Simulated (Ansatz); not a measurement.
# TaMo4: the cost of one run

Computed with Ansatz 0.2.0 (DFT PBE, scalar-relativistic, plane waves, PAW, unless a step's input says otherwise).

### 1 Starting point

It takes space group P4/mmm (No. 123, tetragonal). The conventional cell has a = 4.952 Å, b = 4.952 Å, c = 4.267 Å, α = 90.00°, β = 90.00°, γ = 90.00°. Ta (site symmetry 4/mmm) has 8 Mo at 2.78 Å as nearest neighbours. Around Mo (site symmetry m2m) lie 2 Mo at 1.71 Å.

As a file:

```
CELL_PARAMETERS angstrom
4.95177 0.00000 0.00000
0.00000 4.95177 0.00000
0.00000 0.00000 4.26679
ATOMIC_POSITIONS crystal
Ta 0.00000 0.00000 0.50000
Mo 0.25603 0.50000 0.50000
Mo 0.74397 0.50000 0.50000
Mo 0.50000 0.74397 0.50000
Mo 0.50000 0.25603 0.50000
```

A structure generator made this guess: random cell by space group and Wyckoff sites (P4/mmm, No. 123). The dimensions are guesses.

### 2 A first look at the guess

Contents of input.yaml:

```yaml
crystal:
  lattice:
    - [4.95177245, 0.0, 0.0]
    - [0.0, 4.95177245, 0.0]
    - [0.0, 0.0, 4.26679396]
  atoms:
    - { symbol: Ta, position: [0.0, 0.0, 0.5] }
    - { symbol: Mo, position: [0.25603249, 0.5, 0.5] }
    - { symbol: Mo, position: [0.74396751, 0.5, 0.5] }
    - { symbol: Mo, position: [0.5, 0.74396751, 0.5] }
    - { symbol: Mo, position: [0.5, 0.25603249, 0.5] }
basis:
  ecutwfc: 420
kpoints:
  mp_grid: { grid: [4, 4, 4] }
hamiltonian:
  xc: pbe
scf:
  occupations: { method: gaussian, width: 0.1 }
  lower_state_search: "off"
output:
  forces: true
  stress: true
  eigenvalues: true
```

Started as:

```console
> ansatz run input.yaml --threads 1 --pin off --max-ram 2560MiB --backend cpu --events-out ev --progress --plain --runs-dir out
```

Q: Estimate wall time and peak memory on 1 thread of Intel Xeon at 2.70GHz, shared host.

About 5.4 s, with a peak of 0.41 GiB.
